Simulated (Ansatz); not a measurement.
# TiNb and its elements: a formation energy from the elements

Program: Ansatz's Python interface.

The script reads `tinb_tinb.extxyz`:
```text
2
Lattice="1.64100443 -2.31804545 0.0 1.64100443 2.31804545 0.0 0.0 0.0 4.64594597" Properties=species:S:1:pos:R:3 pbc="T T T"
Ti    1.64100443    0.00000000    2.32297298
Nb    0.00000000    0.00000000    0.00000000
```

Contents of `tinb_ti.cif`:
```cif
data_Ti
_cell_length_a 2.950000
_cell_length_b 2.950000
_cell_length_c 4.680000
_cell_angle_alpha 90.00000
_cell_angle_beta 90.00000
_cell_angle_gamma 120.00000
_symmetry_space_group_name_H-M 'P 1'
_symmetry_Int_Tables_number 1
loop_
_symmetry_equiv_pos_as_xyz
'x, y, z'
loop_
_atom_site_label
_atom_site_type_symbol
_atom_site_fract_x
_atom_site_fract_y
_atom_site_fract_z
Ti1 Ti    0.333333    0.666667    0.250000
Ti2 Ti    0.666667    0.333333    0.750000
```

Input file `tinb_nb.cif`:
```cif
data_Nb
_cell_length_a 2.882046
_cell_length_b 2.882046
_cell_length_c 2.882046
_cell_angle_alpha 109.47122
_cell_angle_beta 109.47122
_cell_angle_gamma 109.47122
_symmetry_space_group_name_H-M 'P 1'
_symmetry_Int_Tables_number 1
loop_
_symmetry_equiv_pos_as_xyz
'x, y, z'
loop_
_atom_site_label
_atom_site_type_symbol
_atom_site_fract_x
_atom_site_fract_y
_atom_site_fract_z
Nb1 Nb    0.000000    0.000000    0.000000
```

Script `run_formation.py`:
```python
'''Is TiNb bound against its elements, after relaxing atoms and volume at fixed cell shape.'''

from collections import Counter

import ansatz as az
from ase.io import read
import numpy as np


def ground_state(name, crystal):
    calc = crystal.calculation()
    calc = calc.functional('r2scan')
    calc = calc.scf(tolerance=1e-09, extra_bands=16).basis(620)
    calc = calc.kpoints(spacing=0.39).occupations('cold', width=0.1)
    calc = calc.stress()
    calc = calc.relax(force_tolerance=0.03, max_steps=40, fix_cell=['shape'])
    return calc.run(threads=1, pin='off')


def counts(outcome):
    return Counter(site.symbol for site in outcome.lattice.sites)

def formation_energy(outcome, mu):
    n = counts(outcome)
    return (outcome.report['energy_sigma0_ev'] - sum(k * mu[element] for element, k in n.items())) / sum(n.values())


def volume_per_atom(outcome):
    return abs(np.linalg.det(outcome.lattice.cell_ang)) / len(outcome.lattice.sites)

phases = {}
tinb = az.Crystal.from_extxyz('tinb_tinb.extxyz')
phases['TiNb'] = tinb
atoms = read('tinb_ti.cif')
ti = az.Crystal.from_ase(atoms)
phases['Ti'] = ti
atoms = read('tinb_nb.cif')
nb = az.Crystal.from_ase(atoms)
phases['Nb'] = nb

done = {name: ground_state(name, crystal) for name, crystal in phases.items()}

# energy of one atom in its reference phase
references = {'Ti': 'Ti', 'Nb': 'Nb'}
mu = {element: done[name].report['energy_sigma0_ev'] / len(done[name].lattice.sites) for element, name in references.items()}

target = done['TiNb']
heat = formation_energy(target, mu)
rows = [(name, len(o.lattice.sites), volume_per_atom(o), formation_energy(o, mu)) for name, o in done.items()]
print('     phase       atoms  V (A^3/atom)  E_form (eV/atom)')
for row in rows:
    print(f'{str(row[0]):>10}  {row[1]:10d}  {row[2]:12.3f}  {row[3]:16.4f}')
```

```console
$ python run_formation.py
DeckWarning: relax.cell: scf.convergence.dr2_threshold = 1e-9 eV is looser than the 2e-10 eV advised for a relaxation that steers and ends on the stress (1e-10 eV for each atom of the cell: 2). What [...]
DeckWarning: the atoms were moved onto the symmetric positions of the space group found under crystal.symmetry.tolerance 1.0e-5 (fractional; no operation is sought that the atoms, as they stand in a [...]
DeckWarning: relax.cell: scf.convergence.dr2_threshold = 1e-9 eV is looser than the 1e-10 eV advised for a relaxation that steers and ends on the stress (1e-10 eV for each atom of the cell: 1). What [...]
     phase       atoms  V (A^3/atom)  E_form (eV/atom)
      TiNb           2        17.539            0.0505
        Ti           2        17.320            0.0000
        Nb           1        18.127            0.0000
```
(Warnings from the package without file and line, shortened.)

Notes:
- The settings weren't tested for convergence.
- Spin is left out of this run.
- For the metals among these phases the mesh is modest: differences between phases can be off by up to 40 meV an atom.
- Atoms and volume are relaxed with the cell's shape held, which in cells of lower than cubic symmetry can hide stresses and shift volumes.
- The cells come from databases of deposited and of computed structures, and not all need be stable phases.
- The compound is the structure given, not necessarily its lowest; energies are at zero temperature, with no correction for gases. A semilocal functional's error on such energies is often 0.05 to 0.1 eV an atom, and 0.1 to 0.3 eV against gases such as O2 or F2.
- Run time: 79 s on 1 thread of Arm Neoverse N1, on a shared host, peak memory 0.61 GiB.

(Lines on the test bed's own set-up are left out of the output.)
